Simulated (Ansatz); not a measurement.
# Lu3Si: the cost of one run

Program: Ansatz 0.2.0. Level of theory: DFT PBE, scalar-relativistic, plane waves, PAW. These are calculated values, not measurements.

1 further run of the same task is left out (it didn't finish). Runs told in other sessions of the task aren't counted.

## Step 1: The structure to begin with

Symmetry: Pm-3m, No. 221, cubic system. Conventional cell: a = 4.521 Å, b = 4.521 Å, c = 4.521 Å, α = 90.00°, β = 90.00°, γ = 90.00°. Around Lu (site symmetry 4/mmm) lie 8 Lu at 3.20 Å and 4 Si at 3.20 Å. Si (site symmetry m-3m) has 12 Lu at 3.20 Å in its first shell of neighbours.

Coordinates:

```cif
data_structure
_symmetry_space_group_name_H-M 'Pm-3m'
_symmetry_Int_Tables_number 221
_cell_length_a 4.5207
_cell_length_b 4.5207
_cell_length_c 4.5207
_cell_angle_alpha 90.000
_cell_angle_beta 90.000
_cell_angle_gamma 90.000
_cell_volume 92.39
loop_
_atom_site_label
_atom_site_type_symbol
_atom_site_symmetry_multiplicity
_atom_site_Wyckoff_symbol
_atom_site_fract_x
_atom_site_fract_y
_atom_site_fract_z
_atom_site_occupancy
Lu1 Lu 3 c 0.00000 0.50000 0.50000 1
Si1 Si 1 a 0.00000 0.00000 0.00000 1
```

This cell comes from an earlier session at PBE: 23.097 Å³/atom at -0.01 GPa, on a 8×8×8 mesh.

The changes: atom 2 (Lu) moved 0.12 Å along z; atom 3 (Lu) moved 0.08 Å along z; strain e4 = -0.02, atoms carried along; strain e4 = +0.02, atoms carried along; all atoms moved at random (σ = 0.03 Å), cell strained at random (1 %); all atoms moved at random (σ = 0.1 Å), cell strained at random (1 %).

## Step 2: Atom 2 (Lu) moved 0.12 Å along z

File input.yaml:

```yaml
crystal:
  lattice:
    - [4.5206760063, 0.0, 0.0]
    - [0.0, 4.5206760063, 0.0]
    - [0.0, 0.0, 4.5206760063]
  atoms:
    - { symbol: Lu, position: [0.0, 0.5, 0.5] }
    - { symbol: Lu, position: [0.5, 0.5, 0.0265447026] }
    - { symbol: Lu, position: [0.5, 0.0, 0.5] }
    - { symbol: Si, position: [0.0, 0.0, 0.0] }
basis:
  ecutwfc: 420
  ecutrho_ratio: 4
kpoints:
  mp_grid: { grid: [8, 8, 8] }
hamiltonian:
  xc: pbe
scf:
  occupations: { method: gaussian, width: 0.05 }
output:
  forces: true
  stress: true
  eigenvalues: true
  write_density: true
  write_potential: true
  elf: true
  volumetric_format: npy
```

Launch:

```sh
$ ansatz run input.yaml --threads 2 --pin off --max-ram 2662MiB --backend cpu --events-out ev --progress --plain --runs-dir out
```

**Question.** How long does this run take on 2 threads of Arm Neoverse V2, shared host, and how much memory does it need?

About 33 s, with a peak of 0.48 GiB.
